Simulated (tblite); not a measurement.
# C2H14N2Si4: the cost of one run

Programs: tblite 0.8.0 and PySCF 2.14.0, with density-fitted response routines of our own. Each step states its level of theory. These are calculated values for one molecule, in the gas phase or a continuum, unless marked as measured. Atoms count from 0, in the outputs and in this text.

**1. Starting geometry**

22 atoms, charge 0, multiplicity 1; geometry from: force field or distance geometry start.

Bonds of the start (Å): Si0–N1 1.76, N1–Si2 1.73, N1–C3 1.42, C3–C4 1.53, C4–Si5 1.86, Si5–N6 1.81, N6–Si7 1.80, Si7–C3 1.83, Si0–H8 1.49, Si0–H9 1.47, Si0–H10 1.48, Si2–H11 1.50, Si2–H12 1.47, Si2–H13 1.49, C3–H14 1.11, C4–H15 1.12, C4–H16 1.11, Si5–H17 1.49, Si5–H18 1.45, N6–H19 1.06, Si7–H20 1.47, Si7–H21 1.47.

**2. Relaxing the molecule with GFN2-xTB**

Job settings and geometry (Å):

```
{"job": {"kind": "relax", "xc": "GFN2-xTB", "basis": "xTB"}, "charge": 0, "multiplicity": 1}
Si    -1.918400    -1.416600     0.995500
N     -1.197700     0.047800     0.332400
Si    -2.251900     1.236100    -0.340800
C     -0.002800    -0.271100    -0.374900
C      0.925900    -0.941100     0.635200
Si     2.637800    -0.297100     0.325200
N      2.536700     0.471900    -1.312000
Si     0.868200     1.138100    -1.155400
H     -1.416400    -2.593000     0.240500
H     -3.385000    -1.468900     0.937600
H     -1.414900    -1.592500     2.376700
H     -3.438400     1.361800     0.560200
H     -2.731600     0.966100    -1.704000
H     -1.628700     2.590200    -0.335000
H     -0.213200    -1.045400    -1.148400
H      0.569000    -0.646600     1.650800
H      0.895800    -2.036000     0.460700
H      2.877000     0.833600     1.258200
H      3.656900    -1.323900     0.419500
H      3.243500     1.254000    -1.392000
H      0.963700     2.331900    -0.310500
H      0.414200     1.420100    -2.521300
```

Command:

```
> OMP_NUM_THREADS=1 python probes_run.py task.json out
```

One launch serves the whole session: the jobs run in the order shown.

**Question.** How long does this first job take on 1 thread of Arm Neoverse N1, shared host, and how much memory does it need?

About 5.4 s, with a peak of 0.18 GiB.
